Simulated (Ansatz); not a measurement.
**Li3TlF2: what a guessed cell relaxes into**

The task: take a trial cell of Li3TlF2 to zero force and stress.

Method: DFT PBE, scalar-relativistic, plane waves, PAW, in Ansatz 0.2.0.

2 further runs of the same task are left out: 1 that didn't finish, 1 set aside as unsound or not needed.

### 1 Starting point

It takes space group R-3m (No. 166, trigonal). The conventional cell has a = 6.692 Å, b = 6.692 Å, c = 8.197 Å, α = 90.00°, β = 90.00°, γ = 120.00°. Around Li (site symmetry 2/m) lie 2 F at 2.05 Å. Around Tl (site symmetry -3m) lie 2 F at 2.05 Å. F (site symmetry 3m) is surrounded by 3 Li at 2.05 Å and 1 Tl at 2.05 Å.

Structure file:

```cif
data_structure
_symmetry_space_group_name_H-M 'P 1'
_symmetry_Int_Tables_number 1
_cell_length_a 4.7323
_cell_length_b 4.7323
_cell_length_c 4.7323
_cell_angle_alpha 90.000
_cell_angle_beta 90.000
_cell_angle_gamma 90.000
_cell_volume 105.98
loop_
_atom_site_label
_atom_site_type_symbol
_atom_site_fract_x
_atom_site_fract_y
_atom_site_fract_z
_atom_site_occupancy
Li1 Li 0.50000 0.50000 0.00000 1
Li2 Li 0.50000 0.00000 0.50000 1
Li3 Li 0.00000 0.50000 0.50000 1
Tl1 Tl 0.00000 0.00000 0.00000 1
F1 F 0.75000 0.75000 0.75000 1
F2 F 0.25000 0.25000 0.25000 1
```

A structure generator made this guess: ordered mixture on the cation sites of cuprite (R-3m, No. 166). Lengths come from tabulated atomic sizes and are only a guess.

### 2 A first look at the guess

The input, input.yaml:

```yaml
crystal:
  lattice:
    - [3.34620711, 1.93193358, 2.73216667]
    - [-3.34620711, 1.93193358, 2.73216667]
    - [0.0, -3.86386715, 2.73216667]
  atoms:
    - { symbol: Li, position: [0.5, 0.5, 0.0] }
    - { symbol: Li, position: [0.5, 0.0, 0.5] }
    - { symbol: Li, position: [0.0, 0.5, 0.5] }
    - { symbol: Tl, position: [0.0, 0.0, 0.0] }
    - { symbol: F, position: [0.75, 0.75, 0.75] }
    - { symbol: F, position: [0.25, 0.25, 0.25] }
basis:
  ecutwfc: 420
kpoints:
  mp_grid: { grid: [4, 4, 4] }
hamiltonian:
  xc: pbe
scf:
  occupations: { method: gaussian, width: 0.1 }
  lower_state_search: "off"
output:
  forces: true
  stress: true
  eigenvalues: true
```

Launch:

```
> ansatz run input.yaml --threads 1 --pin off --max-ram 2048MiB --backend cpu --events-out ev --progress --plain --runs-dir out
```

The session goes on with these runs: rough relaxation on the coarse mesh; relaxation on the finer mesh.

Q: Predict the outcome of this session. Wanted: conventional cell; volume; energy over the elements; gap on the mesh.

**Answer**, as computed:

| quantity | value |
| --- | --- |
| symmetry at the end (tolerance 0.05 Å) | space group R-3m (No. 166) |
| conventional cell | a = 6.348 Å, b = 6.348 Å, c = 9.298 Å, α = 90.00°, β = 90.00°, γ = 120.00° |
| volume | 18.03 Å³/atom |
| energy over the elements (uncorrected; H, N, O, F and Cl as molecules) | -1.66 eV/atom |
| gap on the mesh | none (metal) |

What this shows: The space group R-3m (No. 166) is kept, and the volume per atom grows by 2.1 % from the first guess. It lies below the elements, which doesn't yet make it stable: competing phases were not computed in this session. No finished test with a distortion of lower symmetry is shown, so the end may be a saddle point. Spin-orbit coupling is left out for Tl.
